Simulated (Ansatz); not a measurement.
This script makes a ranking of structure types by relaxed energy of Y on several prototypes with Ansatz's Python interface.

The script, `prototypes_y.py`:
```python
"""Y on common prototypes, each relaxed."""

from dataclasses import dataclass
import warnings

import ansatz as az
import numpy as np
import spglib


@dataclass(frozen=True)
class RunConfig:
    xc: str = "r2SCAN"
    cutoff_ev: int = 620
    k_spacing: float = 0.15
    occupations: str = "gaussian"
    sigma: float = 0.05


opts = RunConfig()


def sc(a_site, a):
    return (
        az.Lattice.cubic(a)
        .space_group(221)
        .atom(a_site, (0, 0, 0))
    )


def bcc(A, a):
    return (
        az.Lattice.bcc(a)
        .space_group(229)
        .atom(A, (0, 0, 0))
        .primitive()
    )


def hcp(first, a):
    return (
        az.Lattice.from_parameters(a, a, 1.633 * a, alpha=90, beta=90, gamma=120)
        .space_group(194)
        .atom(first, (1 / 3, 2 / 3, 0.25))
    )


def diamond(first, a):
    return az.Crystal.diamond(first, a=a)


def run_phase(name, crystal, relax=True):
    calc = (
        crystal.calculation()
        .functional(opts.xc)
        .basis(opts.cutoff_ev)
        .kpoints(spacing=opts.k_spacing)
        .occupations(opts.occupations, width=opts.sigma)
        .stress()
        .band_table()
    )
    if relax:
        calc = calc.relax(force_tolerance=0.03, cell=True)
    return calc.run(threads=1)

def bulk_modulus(name, outcome, step=0.01):
    # B = -V dP/dV from the pressures of two uniformly scaled cells, atoms held at their fractions
    pressure = []
    for factor in (1 - step, 1.0, 1 + step):
        cell = az.Crystal(lattice=az.Lattice.of(outcome.lattice.cell_ang * factor ** (1 / 3)))
        for site in outcome.report["lattice"]["sites"]:
            cell = cell.atom(site["symbol"], site["position_frac"])
        pressure.append(np.trace(run_phase(name, cell, relax=False).report["stress_gpa"]) / 3)
    slope, bend = (pressure[0] - pressure[2]) / (2 * step), abs(pressure[0] + pressure[2] - 2 * pressure[1])
    # a jump of mesh or basis between the cells shows as a kink: no modulus then
    return float(slope) if bend < 12 * step**2 * abs(slope) + 0.15 and abs(pressure[1]) < 1.5 else float("nan")


def space_group(outcome):
    sites = outcome.report["lattice"]["sites"]
    kinds = sorted({site["symbol"] for site in sites})
    cell = (outcome.lattice.cell_ang, [site["position_frac"] for site in sites], [kinds.index(site["symbol"]) for site in sites])
    return spglib.get_spacegroup(cell, symprec=0.01)


def volume_per_atom(outcome):
    return abs(np.linalg.det(outcome.lattice.cell_ang)) / len(outcome.lattice.sites)


def pressure_gpa(outcome):
    return float(np.trace(outcome.report["stress_gpa"]) / 3)


def main() -> None:
    # starting lattice constants are rough guesses; the relaxation finds the rest
    warnings.simplefilter("ignore")

    phases = {}
    phases["sc"] = sc("Y", 3.31)
    phases["bcc"] = bcc("Y", 4.04)
    phases["hcp"] = hcp("Y", 3.6)
    phases["diamond"] = diamond("Y", 7.0)

    done = {}
    for name, crystal in phases.items():
        try:
            done[name] = run_phase(name, crystal)
        except az.NonConvergedError as error:
            print(name, "did not converge:", str(error)[:120])

    energy = {name: o.report["energy_sigma0_ev"] / len(o.lattice.sites) for name, o in done.items()}
    lowest = min(energy.values())
    rows = [(name, len(o.lattice.sites), 1000 * (energy[name] - lowest), space_group(o), volume_per_atom(o), pressure_gpa(o), bulk_modulus(name, o)) for name, o in done.items()]
    rows.sort(key=lambda row: row[2])
    print("     phase       atoms  dE (meV/atom)  space group  V (A^3/atom)     P (GPa)     B (GPa)")
    for row in rows:
        print(f"{str(row[0]):>10}  {row[1]:10d}  {row[2]:13.1f}  {str(row[3]):>11}  {row[4]:12.3f}  {row[5]:10.2f}  {row[6]:10.0f}")
    print("lowest in energy:", rows[0][0])


if __name__ == "__main__":
    main()
```

Which of these structures comes out lowest, and how far apart are they?

By space group at the end of each run: P6_3/mmc (+0 meV an atom, 33.4 Å³), Im-3m (+102 meV an atom, 33.6 Å³), Pm-3m (+859 meV an atom, 34.7 Å³) and Fd-3m (+2127 meV an atom, 41.7 Å³).

The output:

```console
$ python prototypes_y.py
     phase       atoms  dE (meV/atom)  space group  V (A^3/atom)     P (GPa)     B (GPa)
       hcp           2            0.0  P6_3/mmc (194)        33.423       -0.00          41
       bcc           1          101.8  Im-3m (229)        33.642        0.00          38
        sc           1          859.2  Pm-3m (221)        34.696        0.00          26
   diamond           2         2126.5  Fd-3m (227)        41.739        0.00          14
lowest in energy: hcp
```

Pressure is positive in compression. The cells are built on prototypes, so most aren't the phase found in nature. Rows bear the name of their start, and a relaxation keeps or raises the symmetry. Differences under about 40 meV an atom lie within the error of mesh and functional. Wall time of the script: 3.3 min on 1 thread of Intel(R) Xeon(R) Platinum 8488C (Sapphire Rapids), with other jobs on the host, peak memory 1.1 GiB.
